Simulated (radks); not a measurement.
# Taking charge from the 4s level of Sr³⁺ in fractions

Aim: follow energy and eigenvalue as charge leaves the 4s level of Sr³⁺ bit by bit, and test Janak's theorem, Slater's transition state and the straight-line condition.

Program: radks (a radial shooting solver on a logarithmic mesh, Libxc functionals) version 1. Level of theory: Dirac Kohn-Sham, PBE, spin-unpolarised, spherical densities, finite nucleus; open shells fill j = l - 1/2 first. These are calculated values, not measurements, unless marked.

## (1) The system

- element: strontium (Z = 38)
- charge: +3
- electrons: 35
- configuration: [Ar] 3d10 4s2 4p5
- nuclear rms radius: 4.224 fm

## (2) Start: [Ar] 3d10 4s2 4p5

Input:

```text
Z 38
configuration [Ar] 3d10 4s2 4p5
relativity Dirac
functional pbe,pbe
spin unpolarised
j_filling energy
nucleus finite rms 4.224 fm
c 137.035999084
```

## (3) 0.1 electron removed from 4s

Input: that of step 2 with these lines changed.

```diff
@@ -1,3 +1,3 @@
 Z 38
-configuration [Ar] 3d10 4s2 4p5
+configuration [Ar] 3d10 4s1.9 4p5
 relativity Dirac
```

## (4) 0.2 electron removed from 4s

Input: that of step 3 with these lines changed.

```diff
@@ -1,3 +1,3 @@
 Z 38
-configuration [Ar] 3d10 4s1.9 4p5
+configuration [Ar] 3d10 4s1.8 4p5
 relativity Dirac
```

## (5) 0.3 electron removed from 4s

Input: that of step 4 with these lines changed.

```diff
@@ -1,3 +1,3 @@
 Z 38
-configuration [Ar] 3d10 4s1.8 4p5
+configuration [Ar] 3d10 4s1.7 4p5
 relativity Dirac
```

## (6) 0.4 electron removed from 4s

Input: that of step 5 with these lines changed.

```diff
@@ -1,3 +1,3 @@
 Z 38
-configuration [Ar] 3d10 4s1.7 4p5
+configuration [Ar] 3d10 4s1.6 4p5
 relativity Dirac
```

## (7) 0.5 electron removed from 4s

Input: that of step 6 with these lines changed.

```diff
@@ -1,3 +1,3 @@
 Z 38
-configuration [Ar] 3d10 4s1.6 4p5
+configuration [Ar] 3d10 4s1.5 4p5
 relativity Dirac
```

## (8) 0.6 electron removed from 4s

Input: that of step 7 with these lines changed.

```diff
@@ -1,3 +1,3 @@
 Z 38
-configuration [Ar] 3d10 4s1.5 4p5
+configuration [Ar] 3d10 4s1.4 4p5
 relativity Dirac
```

## (9) 0.7 electron removed from 4s

Input: that of step 8 with these lines changed.

```diff
@@ -1,3 +1,3 @@
 Z 38
-configuration [Ar] 3d10 4s1.4 4p5
+configuration [Ar] 3d10 4s1.3 4p5
 relativity Dirac
```

## (10) 0.8 electron removed from 4s

Input: that of step 9 with these lines changed.

```diff
@@ -1,3 +1,3 @@
 Z 38
-configuration [Ar] 3d10 4s1.3 4p5
+configuration [Ar] 3d10 4s1.2 4p5
 relativity Dirac
```

## (11) 0.9 electron removed from 4s

Input: that of step 10 with these lines changed.

```diff
@@ -1,3 +1,3 @@
 Z 38
-configuration [Ar] 3d10 4s1.2 4p5
+configuration [Ar] 3d10 4s1.1 4p5
 relativity Dirac
```

## (12) 1 electron removed from 4s

Input: that of step 11 with these lines changed.

```diff
@@ -1,3 +1,3 @@
 Z 38
-configuration [Ar] 3d10 4s1.1 4p5
+configuration [Ar] 3d10 4s1 4p5
 relativity Dirac
```

What does the calculation give? Wanted: for each run, removed; E − E(0); eigenvalue; E minus straight line.

**Answer**, as computed:

```
removed (e)  E − E(0) (eV)  eigenvalue (eV)  E minus straight line (eV)
          0          0.000          -68.967                       0.000
        0.1          6.974          -70.519                      -0.708
        0.2         14.104          -72.077                      -1.261
        0.3         21.390          -73.644                      -1.658
        0.4         28.833          -75.217                      -1.898
        0.5         36.434          -76.797                      -1.980
        0.6         44.193          -78.385                      -1.903
        0.7         52.111          -79.979                      -1.668
        0.8         60.189          -81.580                      -1.272
        0.9         68.427          -83.188                      -0.717
          1         76.827          -84.802                       0.000
```

In words: Removing the whole electron costs 76.827 eV, against 68.967 eV from minus the starting eigenvalue. Slater's transition state, half an electron removed, gives 76.797 eV. The trapezoid integral of minus the eigenvalue gives 76.827 eV over the range, against 76.827 eV from the energies (Janak's theorem). The eigenvalue moves by 15.8 eV per electron. E bends below the straight line by 1.98 eV at 0.5 electron removed.
